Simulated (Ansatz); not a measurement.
# GeCl+ (singlet): from Hartree-Fock to the top rungs, cc-pVDZ

How much of the correlation energy of GeCl+ (singlet) does each wave-function method recover here?

Computed with Ansatz 0.2.0, Gaussian basis. Level: cc-pVDZ, core rule «outside noble gas», up to 19 orbitals frozen.

To be run: UHF; CCSD(T) on RHF; BCCD(T) on RHF; CISD; CCSDT(Q) on RHF; CISDTQ; CCSDTQ on RHF; CASSCF and MRCISD+Q, 10 electrons in 8 orbitals; CASSCF and NEVPT2, 10 electrons in 8 orbitals.

5 further runs of the same task are left out: 2 for a known fault of the program, 3 set aside as unsound or not needed.

### Step 1. The geometry

The geometry is a PBE0/def2-TZVP stationary point (not a proven minimum) of the parent state, kept for this charge and spin. No spin-orbit coupling is included. The filled d shell of Ge may be among the frozen orbitals whatever the setting's name suggests; the logs give the count.

2 atoms, charge 1, spin multiplicity 1.

Atoms are counted from 1 here; the program's logs count them from 0.

Bond lengths: Ge1–Cl2 2.121 Å.

### Step 2. UHF

Contents of in.yaml:

```yaml
crystal:
  periodic: [false, false, false]
  atoms:
    - {symbol: Ge, position_ang: [0.000000, 0.000000, 0.000000]}
    - {symbol: Cl, position_ang: [0.000000, 0.000000, 2.120600]}
basis:
  gaussian: {orbitals: cc-pVDZ}
total_charge: 1
magnetization: {spin_polarized: true, initial_magnetization: 0}
hamiltonian: {xc: hf}
output: {orbitals: {seedname: orbitals}}
```

Run with:

```bash
ansatz run in.yaml --threads 1 --pin off --events-out ev --progress --plain --max-ram 4096MiB --backend cpu
```

After this run come: CCSD(T) on RHF; BCCD(T) on RHF; CISD; CCSDT(Q) on RHF; CISDTQ; CCSDTQ on RHF; CASSCF and MRCISD+Q, 10 electrons in 8 orbitals; CASSCF and NEVPT2, 10 electrons in 8 orbitals.

**Question.** What will the summary of the whole plan be? Wanted: RCCSDTQ below the RHF energy; RMP2 from RCCSDTQ; RCCSD from RCCSDTQ; RCCSD(T) from RCCSDTQ; RCCSDT(Q) from RCCSDTQ; NEVPT2 valence from RCCSDTQ; MRCISD+Q valence from RCCSDTQ; T1 diagnostic; effectively unpaired electrons.

**Answer**, as computed:

| quantity | value |
| --- | --- |
| RCCSDTQ below the RHF energy | -6.0349 eV |
| RMP2 from RCCSDTQ | +855.3 meV |
| RCCSD from RCCSDTQ | +238.0 meV |
| RCCSD(T) from RCCSDTQ | +39.2 meV |
| RCCSDT(Q) from RCCSDTQ | -3.0 meV |
| NEVPT2 valence from RCCSDTQ | +1147.6 meV |
| MRCISD+Q valence from RCCSDTQ | +67.3 meV |
| levels within 1 kcal/mol (43 meV) | RCCSD(T), BCCD(T), RCCSDT, RCCSDT(Q) |
| T1 diagnostic | 0.023 |
| effectively unpaired electrons | 0.02 |

In words: RCCSD(T) misses by +39.2 meV, 0.7 % of the correlation energy. One determinant dominates. Of the multireference levels listed MRCISD+Q valence comes nearest in total energy (+67.3 meV), which doesn't show that its space is the better one. These misses are within one basis, not against nature.
